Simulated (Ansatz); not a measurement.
# HfO2: the cost of one run

Program: Ansatz 0.2.0. Level of theory: DFT, PBE, plane-wave PAW, default files, scalar-relativistic. These are calculated values, not measurements.

### Step 1. The system as given

Symmetry: P4_2/nmc, No. 137, tetragonal system. Conventional cell: a = 3.558 Å, b = 3.558 Å, c = 5.172 Å, α = 90.00°, β = 90.00°, γ = 90.00°. Hf (site symmetry -4m2) is surrounded by 4 O at 2.05 Å. O (site symmetry 2mm) is surrounded by 2 Hf at 2.05 Å.

Structure file:

```cif
data_structure
_symmetry_space_group_name_H-M 'P4_2/nmc:1'
_symmetry_Int_Tables_number 137
_cell_length_a 3.5580
_cell_length_b 3.5580
_cell_length_c 5.1719
_cell_angle_alpha 90.000
_cell_angle_beta 90.000
_cell_angle_gamma 90.000
_cell_volume 65.47
loop_
_atom_site_label
_atom_site_type_symbol
_atom_site_symmetry_multiplicity
_atom_site_Wyckoff_symbol
_atom_site_fract_x
_atom_site_fract_y
_atom_site_fract_z
_atom_site_occupancy
Hf1 Hf 2 a 0.50000 0.50000 0.50000 1
O1 O 4 d 0.00000 0.50000 0.69721 1
```

### Step 2. Single point at the given positions

Input file input.yaml:

```yaml
crystal:
  lattice:
    - [3.55801933, 0.0, 0.0]
    - [0.0, 3.55801933, 0.0]
    - [0.0, 0.0, 5.17186121]
  atoms:
    - { symbol: Hf, position: [0.5, 0.5, 0.5] }
    - { symbol: Hf, position: [0.0, 0.0, 0.0] }
    - { symbol: O, position: [0.0, 0.5, 0.69720788] }
    - { symbol: O, position: [0.5, 0.0, 0.80279212] }
    - { symbol: O, position: [0.5, 0.0, 0.30279212] }
    - { symbol: O, position: [0.0, 0.5, 0.19720788] }
kpoints:
  mp_grid: { grid: [5, 5, 4] }
scf:
  occupations: { method: fermi_dirac, width: 0.02 }
hamiltonian:
  xc: pbe
  pseudopotentials: { kind: paw }
output:
  forces: true
  stress: true
  populations: true
  efg:
    quadrupole_moments_barn: { Hf: 3.365, O: -0.02558 }
    contact_densities: true
```

The run is started by

```
> ansatz run input.yaml --threads 1 --pin off --max-ram 3072MiB --backend cpu --events-out ev --progress --plain --runs-dir out
```

**Question.** How long does this run take on 1 thread of Arm Neoverse V1, shared host, and how much memory does it need?

About 6 s, with a peak of 0.42 GiB.
